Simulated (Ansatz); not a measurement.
C3H3Br, SMILES BrC1=CC1, a rigid scan of one bond length

Program: Ansatz's Python interface.

The cells in order, each with its output:

**Cell 1**
```python
import ansatz as az
import matplotlib.pyplot as plt
import numpy as np
```

**Cell 2**
```python
geometry_ang = [
    ("Br", [-1.9408, -1.5289, 0.0103]),
    ("C", [-0.5069, -0.5716, 0.064]),
    ("C", [0.7167, -0.3952, 0.3177]),
    ("C", [0.1005, 0.7247, -0.2513]),
    ("H", [1.6717, -0.7774, 0.6855]),
    ("H", [-0.2252, 1.5454, 0.4104]),
    ("H", [0.2452, 0.935, -1.2823]),
]
geometry = az.Crystal.molecule()
for symbol, xyz in geometry_ang:
    geometry = geometry.atom(symbol, xyz)
```

**Cell 3**
```python
symbols = [site.symbol for site in geometry.cartesian_sites]
start = np.array([site.position_ang for site in geometry.cartesian_sites])
axis = (start[4] - start[2]) / np.linalg.norm(start[4] - start[2])
moving = [4]
lengths, energies = [0.961, 1.005, 1.049, 1.092, 1.136, 1.18, 1.224, 1.289], []
for length in lengths:
    xyz = start.copy()
    xyz[moving] += (length - np.linalg.norm(start[4] - start[2])) * axis
    point = az.Crystal.molecule()
    for symbol, place in zip(symbols, xyz):
        point = point.atom(symbol, place.tolist())
    base = point.calculation()
    base = base.basis(gaussian="def2-SVP")
    base = base.functional("B3LYP")
    report = base.run().report
    energies.append(report["free_energy_ev"])
    print(f"r = {length:6.3f} A  E = {energies[-1]:.5f} eV  <S^2> = {abs(report['mean_field']['state']['spin_squared']):.3f}")
```
Output:
```text
r =  0.961 A  E = -73192.40596 eV  <S^2> = 0.000
r =  1.005 A  E = -73192.63409 eV  <S^2> = 0.000
r =  1.049 A  E = -73192.75096 eV  <S^2> = 0.000
r =  1.092 A  E = -73192.78091 eV  <S^2> = 0.000
r =  1.136 A  E = -73192.74437 eV  <S^2> = 0.000
r =  1.180 A  E = -73192.65532 eV  <S^2> = 0.000
r =  1.224 A  E = -73192.52618 eV  <S^2> = 0.000
r =  1.289 A  E = -73192.28275 eV  <S^2> = 0.000
```

**Cell 4**
```python
fit = np.polynomial.Polynomial.fit(lengths, np.array(energies) - min(energies), 4).convert()
roots = [r.real for r in fit.deriv().roots() if abs(r.imag) < 1e-9 and fit.deriv(2)(r.real) > 0]
r_e = min(roots, key=lambda r: abs(r - lengths[int(np.argmin(energies))]))
print(f"minimum of the fit at {r_e:.4f} A, force constant {fit.deriv(2)(r_e):.2f} eV/A^2")
plt.figure(figsize=(4.5, 3))
plt.plot(lengths, np.array(energies) - min(energies), "o-")
plt.xlabel("bond length (A)")
plt.ylabel("E - E(min) (eV)")
plt.tight_layout()
plt.savefig("scan.png", dpi=100)
```
Output:
```text
minimum of the fit at 1.0884 A, force constant 35.95 eV/A^2
```

Caveats:
- Total energies depend on the basis set; only differences at equal settings carry meaning.
- The rest of the molecule is held rigid at a force-field or estimated start geometry, and the basis set is modest; single-reference methods fail as a bond breaks.
- b3lyp holds the VWN-RPA fit, as in Gaussian; the form of ORCA and Turbomole is b3lyp5.
- The orbitals are restricted, so S² is zero by construction.
- Hardware and time: 20 s on 1 thread of Arm Neoverse V2 (shared host), peak memory 0.28 GiB.

(Lines on the test bed's own set-up are left out of the output.)
